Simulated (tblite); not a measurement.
# C5H7BF2S: the cost of one run

The runs use tblite 0.8.0 and PySCF 2.14.0, with density-fitted response routines of our own; the level of theory stands in each step. All values are computed, except where a source is named. Atoms count from 0, in the outputs and in this text.

## (1) The starting structure

16 atoms, charge 0, multiplicity 1; geometry from: force field or distance geometry start.

Bonds of the start (Å): C0–C1 1.49, C1–C2 1.30, C2–B3 1.60, B3–F4 1.44, B3–F5 1.44, C2–C6 1.46, C6–C7 1.52, C7–S8 1.85, S8–C1 1.82, C0–H9 1.12, C0–H10 1.10, C0–H11 1.11, C6–H12 1.14, C6–H13 1.13, C7–H14 1.10, C7–H15 1.11.

## (2) Relaxing the molecule with GFN2-xTB

Job settings and geometry (Å):

```
{"job": {"kind": "relax", "xc": "GFN2-xTB", "basis": "xTB"}, "charge": 0, "multiplicity": 1}
C      2.278500     0.019000     0.085500
C      0.840200    -0.350300    -0.047200
C     -0.209800     0.395500    -0.239100
B     -0.087600     1.980000    -0.404800
F     -1.307700     2.745900    -0.360900
F      1.099700     2.677600     0.014200
C     -1.491000    -0.296000    -0.334800
C     -1.479600    -1.559300     0.503200
S      0.252000    -2.069700     0.102200
H      2.680600     0.192700    -0.940800
H      2.439700     0.934600     0.679600
H      2.794700    -0.829900     0.572300
H     -2.344700     0.365800     0.024000
H     -1.727900    -0.550900    -1.413300
H     -2.211600    -2.306800     0.154300
H     -1.533100    -1.339300     1.594200
```

On the command line:

```console
> OMP_NUM_THREADS=1 python probes_run.py task.json out
```

The driver reads the jobs from task.json and runs them one after another.

Q: Estimate the wall time and peak memory of this first job on 1 thread of Arm Neoverse N1, shared host.

About 1.3 s, with a peak of 0.18 GiB.
